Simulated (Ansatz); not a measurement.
# BFH₂OS (SMILES OB(F)S): functionals against CCSD(T) at one geometry

One table from this session's results is given with a row withheld; the runs are named, their logs left out.

Method: single points in def2-TZVPP; program: Ansatz 0.2.0, Gaussian basis.

Correlated methods freeze the cores.

### Where the work starts

SMILES `OB(F)S`, 6 atoms, charge 0, spin multiplicity 1.

Atoms are counted from 1 here; the program's logs count them from 0.

Bond lengths: O1–B2 1.284 Å, O1–H5 0.960 Å, B2–F3 1.331 Å, B2–S4 1.795 Å, S4–H6 1.365 Å. Angles: B2–O1–H5 116.8°, O1–B2–F3 123.5°, O1–B2–S4 122.0°, F3–B2–S4 114.5°, B2–S4–H6 96.1°.

Coordinates:

```xyz
6
charge 0, multiplicity 1
O     1.3002    0.6547   -0.1239
B     0.2001    0.0013   -0.0137
F     0.1430   -1.3157    0.1686
S    -1.3978    0.8186   -0.0335
H     2.1129    0.1442   -0.0911
H    -2.1418   -0.3111    0.1492
```

Set-up of the first run:

run/in.yaml reads:

```yaml
crystal:
  periodic: [false, false, false]
  atoms:
    - {symbol: O, position_ang: [1.300200, 0.654700, -0.123900]}
    - {symbol: B, position_ang: [0.200100, 0.001300, -0.013700]}
    - {symbol: F, position_ang: [0.143000, -1.315700, 0.168600]}
    - {symbol: S, position_ang: [-1.397800, 0.818600, -0.033500]}
    - {symbol: H, position_ang: [2.112900, 0.144200, -0.091100]}
    - {symbol: H, position_ang: [-2.141800, -0.311100, 0.149200]}
basis:
  gaussian: {orbitals: def2-TZVPP}
correlation: {method: ccsd_t}
output: {forces: true}
```

No record of the launch command was kept for these runs.

Among the steps run: CCSD(T)/def2-TZVPP; PBE0-D4/def2-TZVPP; wB97M-V/def2-TZVPP; r2SCAN-D4/def2-TZVPP; PBE-D4/def2-TZVPP; wB97X-V/def2-TZVPP; CAM-B3LYP-D4/def2-TZVPP.

One table of the session follows, with a row left open; its other results are not shown here.

```
      method  RMS force component (eV/Å)  angle to CCSD(T) forces (°)  dipole (D)
     CCSD(T)                       1.273                    reference        1.66
     PBE0-D4                       1.142                          2.3        1.68
     wB97M-V                       1.186                          2.4        1.70
   r2SCAN-D4                       1.175                          2.1        1.71
      PBE-D4                       1.251                         11.0        1.66
     wB97X-V                       1.227                          3.4        1.74
CAM-B3LYP-D4                           ?                            ?           ?
```

Q: Estimate the row for CAM-B3LYP-D4 from the others.

As computed: RMS force component (eV/Å): 1.109; angle to CCSD(T) forces (°): 4.1; dipole (D): 1.70. In the column «RMS force component (eV/Å)» it is the lowest.
